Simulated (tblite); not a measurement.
# C4H14Si4: the cost of one run

Programs: tblite 0.8.0 and PySCF 2.14.0, with density-fitted response routines of our own. Each step states its level of theory. These are calculated values for one molecule in the gas phase, unless marked as measured. Atoms are numbered from 0 throughout.

**1. The starting structure**

22 atoms, charge 0, multiplicity 1; geometry from: force field or distance geometry start.

Bonds of the start (Å): C0–C1 1.35, C1–C2 1.49, C2–Si3 1.87, Si3–Si4 2.27, Si4–Si5 2.29, Si5–Si6 2.28, Si6–C7 1.83, Si6–Si3 2.28, C0–H8 1.08, C0–H9 1.09, C1–H10 1.09, C2–H11 1.10, C2–H12 1.10, Si3–H13 1.49, Si4–H14 1.49, Si4–H15 1.48, Si5–H16 1.49, Si5–H17 1.49, Si6–H18 1.48, C7–H19 1.09, C7–H20 1.09, C7–H21 1.10.

**2. Geometry optimisation with GFN2-xTB**

The job: settings as JSON, then the geometry in Å.

```
{"job": {"kind": "relax", "xc": "GFN2-xTB", "basis": "xTB"}, "charge": 0, "multiplicity": 1}
C      3.048700    -0.738400     1.685600
C      2.257100    -1.384200     0.804000
C      0.798900    -1.134800     0.647300
Si     0.304800    -0.463600    -1.028600
Si     0.826200     1.736900    -1.254500
Si    -1.215300     2.210800    -0.336000
Si    -1.889000     0.157800    -1.063600
C     -2.905800    -0.733300     0.168700
H      4.101100    -0.977000     1.775300
H      2.646400     0.045000     2.335900
H      2.705100    -2.175400     0.201200
H      0.432900    -0.458600     1.434500
H      0.263900    -2.080400     0.823400
H      0.709200    -1.352200    -2.157200
H      1.983000     2.209300    -0.447900
H      0.910800     2.153800    -2.677200
H     -1.937700     3.357000    -0.946200
H     -1.162800     2.269100     1.153300
H     -2.462700     0.177300    -2.427600
H     -3.905300    -0.295100     0.254600
H     -2.471800    -0.719900     1.169800
H     -3.048100    -1.784800    -0.115800
```

Started as:

```bash
OMP_NUM_THREADS=1 python probes_run.py task.json out
```

The driver reads the jobs from task.json and runs them one after another.

**Question.** How long does this first job take on 1 thread of Arm Neoverse V1, shared host, and how much memory does it need?

About 1.8 s, with a peak of 0.18 GiB.
